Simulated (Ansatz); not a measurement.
Crystal: LiMo.

```
Li Mo
1.0
     2.67346    0.00000    0.00000
    -1.33673    2.31528    0.00000
     0.00000    0.00000    5.00471
Li Mo
1 1
Direct
  0.00000 0.00000 0.00000
  0.33333 0.66667 0.50000
```

The cell was built by a generator and needn't be a form met in nature.

Base run:

```yaml
Program: Ansatz 0.2.0
Functional: LDA
Potentials_or_basis: Ansatz PAW
Cutoff: 420 eV
Density_cutoff: 1680 eV
k_mesh: 11 × 11 × 6
Occupations: fermi-dirac, width 0.05 eV
Spin: no spin polarisation
```

Its results: band gap on the k mesh none (metal or under the smearing width); pressure -5.6 GPa.

Task: After a change of settings the same cell gave: band gap on the k mesh none (metal or under the smearing width); pressure -2.5 GPa. Which change was it?
A. functional from LDA to PBEsol
B. functional from LDA to r2SCAN; cutoff from 420 eV to 500 eV; density cutoff from 1680 eV to 2000 eV
C. functional from LDA to PBE
D. functional from LDA to revPBE

Result: A.

PBEsol binds less tightly than LDA, so the same cell stands under more pressure.

Caveats: the PAW data sets come from PBE, with cores solved anew for the run's functional, which leaves a small shift of forces and pressure.

Not every run made on this cell is shown here.
